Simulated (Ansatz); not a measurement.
C₃H₇Cl, SMILES CCCCl, an atomisation energy

Computed with Ansatz 0.2.0, Python API.

Run as a notebook:

In [1]:
```python
from collections import Counter

import ansatz as az
```

In [2]:
```python
def single_point(molecule, charge=0, unpaired=0):
    calc = (
        molecule.calculation()
        .basis(gaussian='def2-TZVPP')
        .correlation('mp2')
    )
    if charge:
        calc = calc.charge(charge)
    if unpaired:
        calc = calc.spin('collinear', total=unpaired)
    report = calc.run(threads=1, pin='off').report
    if report['published_state_doubts']:
        print('  doubts:', report['published_state_doubts'])
    return report['free_energy_ev']

geometry_ang = [
    ('C', (-0.7725, 0.9574, 0.0537)),
    ('C', (-0.1528, -0.2629, 0.5621)),
    ('C', (0.9349, -0.7681, -0.3544)),
    ('Cl', (0.4249, -1.3246, -1.9135)),
    ('H', (-1.3442, 0.8142, -0.9182)),
    ('H', (-1.5571, 1.3783, 0.7667)),
    ('H', (-0.0606, 1.8009, -0.1149)),
    ('H', (-0.8651, -1.0248, 0.7031)),
    ('H', (0.28, -0.0256, 1.5923)),
    ('H', (1.479, -1.6142, 0.1547)),
    ('H', (1.6988, 0.0125, -0.511)),
]
mol = az.Crystal.molecule()
for symbol, xyz in geometry_ang:
    mol = mol.atom(symbol, xyz)
```

In [3]:
```python
# Hund ground states
unpaired = {'C': 2, 'Cl': 1, 'H': 1}
counts = Counter(site.symbol for site in mol.cartesian_sites)
atom_energy = {s: single_point(az.Crystal.molecule().atom(s, (0, 0, 0)), 0, unpaired[s]) for s in counts}
whole = single_point(mol, 0, 0)
for s, e in atom_energy.items():
    print(f'{s:2s} x{counts[s]}  {e:14.5f} eV')
print(f'C3H7Cl: {whole:.5f} eV')
split = sum(counts[s] * e for s, e in atom_energy.items()) - whole
print(f'atomisation energy (no zero-point term): {96.485332 * split:.1f} kJ/mol, {split / sum(counts.values()):.3f} eV an atom')
```
```text
C  x3     -1027.46354 eV
Cl x1    -12507.31377 eV
H  x7       -13.60052 eV
C3H7Cl: -15726.85635 eV
atomisation energy (no zero-point term): 4047.4 kJ/mol, 3.813 eV an atom
```

4047.4 kJ/mol from the electronic energies, without the zero-point term.

What to keep in mind:
- Total energies depend on the basis set; only differences at equal settings carry meaning.
- The geometry is a force-field or estimated start, not a minimum of this method, and the basis set is short of its limit. All parts are taken at fixed geometry, without zero-point energy.
- Finished in 8.6 s on 1 thread of Arm Neoverse V2, with other jobs on the host, peak memory 0.56 GiB.
